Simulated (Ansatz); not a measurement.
# C₂H₈BClO: one species, many methods

An exercise on one series of results from a longer session: the logs are not shown, and one member is left open.

Program: Ansatz 0.2.0, Gaussian basis. Level of theory: functionals in def2-TZVPP, the program's frozen cores in correlated methods. These are calculated values, not measurements.

Plan: LDA (SPW92), PBE-D4, revPBE-D4, BLYP-D4, r2SCAN-D4, B97M-V, PBE0-D4, B3LYP-D4, r2SCANh-D4, r2SCAN0-D4, HSE06-D4, BHLYP-D4, CAM-B3LYP-D4, LC-ωPBE, ωB97X-V, ωB97M-V, B2PLYP, PBE-QIDH; CCSD(T)/def2-SVP; CCSD(T)/def2-TZVPP; MP2/def2-QZVPP; extrapolation to the limit; RPA on PBE.

**The geometry**

An earlier PBE0-D4 in a triple-zeta def2 set relaxation fixed the geometry.

13 atoms, charge 0, spin multiplicity 1.

Atoms are counted from 1 here; the program's logs count them from 0.

Bond lengths: C1–B2 1.584 Å, C1–H6 1.095 Å, C1–H7 1.094 Å, C1–H8 1.095 Å, B2–C3 1.584 Å, B2–O4 1.709 Å, B2–Cl5 1.874 Å, C3–H9 1.095 Å, C3–H10 1.095 Å, C3–H11 1.094 Å, O4–H12 0.968 Å, O4–H13 0.968 Å. Angles: B2–C1–H6 113.6°, B2–C1–H7 109.3°, B2–C1–H8 111.9°, H6–C1–H7 106.3°, H6–C1–H8 108.3°, H7–C1–H8 107.2°, C1–B2–C3 120.1°, C1–B2–O4 103.8°, C1–B2–Cl5 112.9°, C3–B2–O4 103.8°, C3–B2–Cl5 112.9°, O4–B2–Cl5 100.3°, B2–C3–H9 111.9°, B2–C3–H10 113.6°, B2–C3–H11 109.3°, H9–C3–H10 108.3°, H9–C3–H11 107.2°, H10–C3–H11 106.3° and more.

Geometry (Å):

```
C    -1.5037   -0.1515   -0.1074
B     0.0305    0.2286   -0.2064
C     1.1032   -0.8824   -0.5576
O     0.4374    0.6992    1.3854
Cl    0.3251    1.8400   -1.1161
H    -2.1373    0.6703    0.2430
H    -1.8735   -0.4214   -1.1005
H    -1.6688   -1.0148    0.5451
H     1.0026   -1.7637    0.0837
H     2.1378   -0.5282   -0.4952
H     0.9549   -1.2143   -1.5889
H     1.3396    1.0458    1.3382
H    -0.1273    1.4574    1.5917
```

The first run:

in.yaml reads:

```yaml
crystal:
  periodic: [false, false, false]
  atoms:
    - {symbol: C, position_ang: [-1.503688, -0.151519, -0.107401]}
    - {symbol: B, position_ang: [0.030534, 0.228613, -0.206422]}
    - {symbol: C, position_ang: [1.103180, -0.882358, -0.557623]}
    - {symbol: O, position_ang: [0.437421, 0.699206, 1.385386]}
    - {symbol: Cl, position_ang: [0.325097, 1.839960, -1.116077]}
    - {symbol: H, position_ang: [-2.137342, 0.670306, 0.242966]}
    - {symbol: H, position_ang: [-1.873490, -0.421403, -1.100461]}
    - {symbol: H, position_ang: [-1.668770, -1.014752, 0.545082]}
    - {symbol: H, position_ang: [1.002591, -1.763702, 0.083696]}
    - {symbol: H, position_ang: [2.137756, -0.528180, -0.495177]}
    - {symbol: H, position_ang: [0.954870, -1.214271, -1.588925]}
    - {symbol: H, position_ang: [1.339618, 1.045791, 1.338187]}
    - {symbol: H, position_ang: [-0.127278, 1.457408, 1.591670]}
basis:
  gaussian: {orbitals: def2-TZVPP}
hamiltonian: {xc: lda}
output: {orbitals: {seedname: orbitals}}
```

The run is started by

```console
ansatz run in.yaml --threads 4 --pin off --events-out ev --progress --plain --max-ram 10444MiB
```

Steps of the session up to this table: LDA; PBE-D4 (GGA); revPBE-D4 (GGA); BLYP-D4 (GGA); r2SCAN-D4 (meta-GGA); B97M-V (meta-GGA); PBE0-D4 (hybrid); B3LYP-D4 (hybrid); r2SCANh-D4 (hybrid); r2SCAN0-D4 (hybrid); HSE06-D4 (hybrid); BHLYP-D4 (hybrid); CAM-B3LYP-D4 (range-separated); LC-ωPBE (range-separated); ωB97X-V (range-separated); ωB97M-V (range-separated); B2PLYP (double hybrid); PBE-QIDH (double hybrid).

One table of the session follows, with a row left open; its other results are not shown here.

It belongs to the step «Frontier levels by functional». 

```
  functional  HOMO (eV)  gap (eV)
 LDA (SPW92)      -6.44      5.19
      PBE-D4      -6.31      5.22
   revPBE-D4      -6.25      5.26
     BLYP-D4      -6.19      5.05
   r2SCAN-D4      -6.61      6.18
      B97M-V      -6.73      5.87
     PBE0-D4      -7.67      7.48
    B3LYP-D4      -7.44      6.86
  r2SCANh-D4      -7.12      6.96
  r2SCAN0-D4      -7.88      8.11
    HSE06-D4      -7.27      6.71
    BHLYP-D4      -8.95      9.41
CAM-B3LYP-D4      -9.08      9.66
     LC-ωPBE     -10.46     12.43
     ωB97X-V          ?         ?
     ωB97M-V      -9.97     11.27
```

Q: Estimate the row for ωB97X-V from the others.

The run gave: HOMO (eV): -10.11; gap (eV): 11.83. In the column «HOMO (eV)» it lies between LC-ωPBE (-10.46) and ωB97M-V (-9.97).
